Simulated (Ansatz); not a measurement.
# RuF2: the cost of one run

Method: DFT PBE+U (U = 8 eV, J = 0.9 eV on Ru d), plane waves, PAW, in Ansatz 0.2.0.

## 1. The starting structure

The structure is trigonal, space group R-3m (No. 166). The conventional cell has a = 2.953 Å, b = 2.953 Å, c = 13.393 Å, α = 90.00°, β = 90.00°, γ = 120.00°. Around Ru (site symmetry -3m) lie 6 F at 2.02 Å. F (site symmetry 3m) is surrounded by 3 Ru at 2.02 Å.

Coordinates:

```cif
data_structure
_symmetry_space_group_name_H-M 'R-3m:H'
_symmetry_Int_Tables_number 166
_cell_length_a 2.9532
_cell_length_b 2.9532
_cell_length_c 13.3931
_cell_angle_alpha 90.000
_cell_angle_beta 90.000
_cell_angle_gamma 120.000
_cell_volume 101.16
loop_
_atom_site_label
_atom_site_type_symbol
_atom_site_symmetry_multiplicity
_atom_site_Wyckoff_symbol
_atom_site_fract_x
_atom_site_fract_y
_atom_site_fract_z
_atom_site_occupancy
Ru1 Ru 3 a 0.00000 0.00000 0.00000 1
F1 F 6 c 0.00000 0.00000 0.25200 1
```

Magnetic order typed: ferromagnetic.

## 2. From atoms, symmetry kept, no search

File input.yaml:

```yaml
crystal:
  lattice:
    - [1.47661794, 0.85252576, 4.46437215]
    - [-1.47661794, 0.85252576, 4.46437215]
    - [0.0, -1.70505153, 4.46437215]
  atoms:
    - { symbol: Ru, position: [0.0, 0.0, 0.0], spin: 4.0 }
    - { symbol: F, position: [0.252, 0.252, 0.252] }
    - { symbol: F, position: [0.748, 0.748, 0.748] }
basis:
  ecutwfc: 420
  ecutrho_ratio: 4
kpoints:
  mp_grid: { grid: [7, 7, 7] }
hamiltonian:
  xc: pbe
  hubbard: { sites: [{ site: 0, l: d, u: 8.0, j: 0.9 }] }
scf:
  occupations: { method: gaussian, width: 0.05 }
  lower_state_search: "off"
  max_iter: 150
output:
  forces: true
  stress: true
  eigenvalues: true
  populations: true
  hubbard: { sites: [{ site: 0, l: d }] }
magnetization:
  spin_polarized: true
```

Command:

```sh
ansatz run input.yaml --threads 2 --pin off --max-ram 3072MiB --backend cpu --events-out ev --progress --plain --runs-dir out
```

What time and memory should one allow on 2 threads of Arm Neoverse N1, shared host?

About 6.3 s, with a peak of 0.34 GiB.
